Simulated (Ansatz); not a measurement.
This script for the Python package of Ansatz (0.2.0) starts 2 runs on KNaICl, space group P4/mmm. What input does the engine get in each?

Script `soc.py`:
```python
"""What spin-orbit coupling does to the bands of KNaICl."""

import warnings

import ansatz as az
import numpy as np

warnings.simplefilter("ignore", az.DeckWarning)

vectors = np.array([
    [4.5104, 0.0, 0.0],
    [0.0, 4.5104, 0.0],
    [0.0, 0.0, 6.81906],
])
knaicl = (
    az.Lattice.of(vectors)
    .atom("K", [0.5, 0.5, 0.5])
    .atom("Na", [0.0, 0.0, 0.0])
    .atom("I", [0.5, 0.5, 0.0])
    .atom("Cl", [0.0, 0.0, 0.5])
)

job = knaicl.calculation()
job = job.functional("pbesol")
job = job.kpoints(2, center="gamma").occupations(az.OccupationsMethod.FIXED)
job = job.scf(tolerance=1e-05, extra_bands=4).band_table()
for label, variant in (("scalar-relativistic", job), ("spin-orbit", job.spin(soc=True))):
    r = variant.run(threads=1, pin="off").report
    zero = r["band_edges_ev"][0] if r.get("band_edges_ev") else r["fermi_energy_ev"]
    near = [round(e - zero, 3) for e in r["eigenvalues_ev"][0] if abs(e - zero) < 4]
    print(label)
    print("  band edges (eV):", [round(e, 3) for e in r.get("band_edges_ev") or []] or "none reported")
    print("  levels at k =", r["kpoints_frac"][0], "within 4 eV of the zero:", near)
```

Run 1:
```yaml
crystal:
  lattice:
    - [4.5104, 0.0, 0.0]
    - [0.0, 4.5104, 0.0]
    - [0.0, 0.0, 6.81906]
  atoms:
    - { symbol: K, position: [0.5, 0.5, 0.5] }
    - { symbol: Na, position: [0.0, 0.0, 0.0] }
    - { symbol: I, position: [0.5, 0.5, 0.0] }
    - { symbol: Cl, position: [0.0, 0.0, 0.5] }
kpoints:
  mp_grid:
    grid: [2, 2, 2]
    shift: [0.0, 0.0, 0.0]
hamiltonian:
  xc: pbesol
scf:
  n_extra_bands: 4
  convergence:
    dr2_threshold: 1.0e-05
  occupations:
    method: fixed
output:
  eigenvalues: true
```

Run 2, against run 1:
```diff
+magnetization:
+  noncollinear: true
+  spin_orbit: true
```

```console
$ python soc.py
scalar-relativistic
  band edges (eV): [1.552, 5.388]
  levels at k = [0.0, 0.0, 0.0] within 4 eV of the zero: [-1.227, -0.499, -0.499, -0.078, -0.046, -0.046, 3.836]
spin-orbit
  band edges (eV): [1.796, 5.387]
  levels at k = [0.0, 0.0, 0.0] within 4 eV of the zero: [-1.579, -1.579, -0.904, -0.904, -0.689, -0.689, -0.679, -0.679, -0.083, -0.083, 0.0, 0.0, 3.591, 3.591]
```

Caveats:
- The settings weren't tested for convergence.
- The computed bands are complete only to about 5.5 eV above the Fermi level.
- The k-point mesh is coarse, and energy and stress weren't tested for convergence.
- This cell is a computed structure, which may not be the phase found in nature.
- Gaps and levels are Kohn-Sham values on a finite set of k-points.
- With spin-orbit coupling each level holds one electron and, with inversion or at time-reversal points, comes in pairs; a window in energy can cut a split set.
- Run time: 7.9 s on 1 thread of Intel(R) Xeon(R) 6975P-C (Granite Rapids), on a shared host, peak memory 0.66 GiB.

(Lines on the test bed's own set-up are left out of the output.)
